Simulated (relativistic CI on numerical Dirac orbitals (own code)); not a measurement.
# Ni: the cost of one run

Method: charge-transfer multiplet model of a cubic metal-ligand cluster with up to 2 ligand holes, Slater and spin-orbit integrals from Dirac-Coulomb-Breit ions, Slater integrals scaled by 0.8. Code: relativistic CI on numerical Dirac orbitals (own code) version 3.

## Step 1: What is computed

```
ion                  : Ni²⁺ (Ni III)
nuclear charge       : 28
electrons            : 26
d electrons          : 8
ligand holes at most : 2
parameters           : in eV; Veg, Vt2g hoppings, tenDq and tenDqL metal and ligand splittings (negative tenDq: tetrahedral), red the scaling of hopping with a core hole
temperature          : 300 K
widths               : Lorentz 0.6 eV, Gauss 0.8 eV
```

## Step 2: Veg = 2.9 eV

The run's settings:

```ini
cluster ion=Ni2+ d8 ligand_holes=2 slater_scale=0.8
Delta=4.1 Udd=6.3 Upd=7.7 tenDq=1.15 tenDqL=1.5 Veg=2.9 Vt2g=-1.52 red=1
spectrum xps 2p T=300 lorentz=0.6 gauss=0.8
```

The run is started by

```
$ python run_levels.py task.json out
```

One command runs all members of the session, one after another, from task.json.

**Question.** How long does this run take on 1 thread of Neoverse-V1, shared host, and how much memory does it need?

About 1.6 s, with a peak of 0.19 GiB.
